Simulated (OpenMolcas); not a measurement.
# Nb⁴⁺ among point charges: CASSCF and CASPT2 levels and susceptibility

Aim: the splitting of the states of Nb⁴⁺ in the field of 8 point charges, its lowest levels with spin-orbit coupling and its magnetic susceptibility.

The numbers are computed with OpenMolcas 26.06 (state-averaged CASSCF and CASPT2, spin-orbit coupling by RASSI with atomic mean-field integrals), except any that are marked as measured or tabulated.

**1. What is computed**

| Quantity | Value |
| --- | --- |
| Species | Nb⁴⁺ (niobium, Z = 41, 37 electrons) |
| Basis | ANO-RCC-VDZP [6s5p3d1f], 43 functions |
| Scalar Hamiltonian | DKH2, point nucleus |
| Inactive shells | 1s 2s 2p 3s 3p 3d 4s 4p |
| Active space | 1 electron in 5 orbitals (4d) |
| Some configurations of this space | 4d |
| Orbitals | optimised for each spin and parity, averaged over all roots |

Outer shells as boxes (Hund's rule):

4d
```
4d [↑ ][  ][  ][  ][  ]
```

The ion sits among 8 point charges of -1.2 e arranged as a cube (Oh), 2.27 Å from the ion.

The work runs as a chain of OpenMolcas steps in one folder; each step below is one input file. Labels, J, g values, rates, χT and fits are worked out afterwards by a script from the matrices that RASSI stores. The input lists half of the charges; inversion (Group=XYZ) makes the rest.

**2. GATEWAY and SEWARD: basis and integrals**

Contents of a.inp:

```
&GATEWAY
Coord
1

Nb 0.0 0.0 0.0
Basis=ANO-RCC-VDZP
Group=XYZ
NoMove
AngMom=0.0 0.0 0.0
AMFI
XField
4 Angstrom 0
1.310585 1.310585 1.310585 -1.200000
1.310585 1.310585 -1.310585 -1.200000
1.310585 -1.310585 1.310585 -1.200000
1.310585 -1.310585 -1.310585 -1.200000
&SEWARD
```

On the command line:

```sh
$ OMP_NUM_THREADS=1 MOLCAS_MEM=1689 MOLCAS_PROJECT=a pymolcas a.inp > a.log
```

**3. CASSCF: doublets of even parity, 5 roots**

Contents of a.inp:

```
&RASSCF
FileOrb=start.orb
Symmetry=1
Spin=2
nActEl=1 0 0
Inactive=9 9
Ras2=5 0
CIRoot=5 5 1
SDav=5
CIMx=300
Iter=120 100
PrWF=0.3
OrbListing=Nothing
MaxOrb=0
>>> COPY $Project.JobIph JOB001
```

start.orb holds the contracted functions of the basis, ordered by shell, or the orbitals of the step before.

**4. RASSI: spin-orbit coupling between the states**

Contents of a.inp:

```
&RASSI
NrOfJobIphs=1 5
1 2 3 4 5
IphNames
JOB001
EJob
SpinOrbit
DIPRint=1.0
SOCoupling=1000.0
Subsets=2
Property=9
'ANGMOM' 1 'ANGMOM' 2 'ANGMOM' 3 'MLTPL  1' 1 'MLTPL  1' 2 'MLTPL  1' 3
'AMFI' 1 'AMFI' 2 'AMFI' 3
SOProperty=3
'ANGMOM' 1 'ANGMOM' 2 'ANGMOM' 3
```

**5. CASPT2: IPEA 0.25, imaginary shift 0.1 (closed shells correlated: 4s 4p)**

Contents of a.inp:

```
>>> COPY JOB001 $Project.JobIph
&CASPT2
Multistate=5 1 2 3 4 5
NoMult
Frozen=8 6
IPEA=0.25
Imaginary=0.1
MaxIter=60
WThr=0.0 0.3 0.05
PrWF=0.5
NoMix
```

(Steps that only read results are left out.)

What does the calculation give? Wanted: spin-free ground state; first state of the same spin within the active space; lowest level; next level.

As calculated:

```
                                            quantity                                                                        value
                                              method  SS-CASPT2, IPEA 0.25, imaginary shift 0.1 (closed shells correlated: 4s 4p)
                              spin-free ground state                                               2E, 2-fold in its orbital part
first state of the same spin within the active space                                                             2T2 at 4470 cm⁻¹
                                        lowest level                                                                    4-fold Γ8
                                          next level                                                                  4471.2 cm⁻¹
                                         χT at 300 K                                                               0.25 cm³ K/mol
                           effective moment at 300 K                                                                      1.42 μB
```

Cost by method:

| method | time of its own steps | time with the reference |
| --- | --- | --- |
| A. CASSCF | 1.6 s | 1.6 s |
| B. SS-CASPT2, IPEA 0.25, imaginary shift 0.1, +4s 4p | 0.52 s | 2.1 s |

Times are of one thread on a shared host.

What this shows: The spin-free ground state (2E) comes to 100 % from free-ion D terms and keeps the highest spin of the shell. χT at 300 K is 0.25, against 0.38 cm³ K/mol for the spin alone, so orbital moment lowers it. A ligand-field fit to the states below 45000 cm-1 gives 10Dq = -4471 cm-1, the gap between the two states. CASPT2 does not keep the components of a term degenerate, and the means are used. An orbital doublet at a regular site is open to a Jahn-Teller distortion, which this geometry leaves out. The field of point charges can differ much from that of real complexes. Point charges carry no covalency, so the field is a model and not that of real ligands.
